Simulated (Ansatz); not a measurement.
**Li2Pd: structure and electronic properties**

The task here is to estimate one member of a computed series from the others.

Method: DFT r2SCAN, scalar-relativistic, plane waves, PAW, in Ansatz 0.2.0.

### The system as given

It takes space group P6/mmm (No. 191, hexagonal). The conventional cell has a = 4.222 Å, b = 4.222 Å, c = 2.724 Å, α = 90.00°, β = 90.00°, γ = 120.00°. Around Li (site symmetry -6m2) lie 5 Li at 2.44 to 2.72 Å and 6 Pd at 2.79 Å. Around Pd (site symmetry 6/mmm) lie 2 Pd at 2.72 Å and 12 Li at 2.79 Å.

Coordinates:

```cif
data_structure
_symmetry_space_group_name_H-M 'P 1'
_symmetry_Int_Tables_number 1
_cell_length_a 4.2220
_cell_length_b 4.2220
_cell_length_c 2.7240
_cell_angle_alpha 90.000
_cell_angle_beta 90.000
_cell_angle_gamma 120.000
_cell_volume 42.05
loop_
_atom_site_label
_atom_site_type_symbol
_atom_site_fract_x
_atom_site_fract_y
_atom_site_fract_z
_atom_site_occupancy
Li1 Li 0.33333 0.66667 0.50000 1
Li2 Li 0.66667 0.33333 0.50000 1
Pd1 Pd 0.00000 0.00000 0.00000 1
```

The structure comes from the Crystallography Open Database.

The first run:

(A quick probe on a coarse mesh, which set the mesh and smearing, is not shown.)

The input, input.yaml:

```yaml
crystal:
  lattice:
    - [4.222, 0.0, 0.0]
    - [-2.111, 3.6563592548, 0.0]
    - [0.0, 0.0, 2.724]
  atoms:
    - { symbol: Li, position: [0.3333333333, 0.6666666667, 0.5] }
    - { symbol: Li, position: [0.6666666667, 0.3333333333, 0.5] }
    - { symbol: Pd, position: [0.0, 0.0, 0.0] }
basis:
  ecutwfc: 500
kpoints:
  mp_grid: { grid: [12, 12, 16] }
hamiltonian:
  xc: r2scan
scf:
  occupations: { method: gaussian, width: 0.1 }
output:
  forces: true
  stress: true
  eigenvalues: true
  write_density: true
  write_potential: true
  elf: true
  volumetric_format: npy
relax:
  adjacent_minimum: "off"
  f_tol: 0.005
  max_steps: 80
  cell: { stress_tol: 0.05 }
```

Run with:

```
$ ansatz run input.yaml --threads 2 --pin off --max-ram 5120MiB --backend cpu --events-out ev --progress --plain --runs-dir out
```

Steps of the session up to this table: Relaxing cell and atoms; Electronic structure at the relaxed geometry; Volume × 0.97; Point at V/V0 = 1.03; Point at V/V0 = 0.94; The cell scaled to 1.06 of its volume.

One table of the session follows, with a row left open; its other results are not shown here.

It belongs to the step «Fit of the equation of state». 

| volume (Å³/atom) | energy above the lowest point (meV/atom) | pressure (GPa) |
| --- | --- | --- |
| 12.982 | 8.9 | 3.64 |
| 13.397 | ? | ? |
| 13.811 | 0.0 | -0.01 |
| 14.225 | 2.0 | -1.44 |
| 14.640 | 7.4 | -2.68 |

Estimate the missing values for volume (Å³/atom) = 13.397.

Worked estimate for «energy above the lowest point (meV/atom)». A straight line through the neighbours (12.982, 8.9) and (13.811, 0.0) gives 8.9 + (0.0 − 8.9) × (13.397 − 12.982) / (13.811 − 12.982) = 4.4; a parabola fitted to 3 rows on both sides gives 2.3.

As computed: energy above the lowest point (meV/atom): 2.1; pressure (GPa): 1.67. In «energy above the lowest point (meV/atom)» the line misses by +2.3 and the parabola by +0.2.
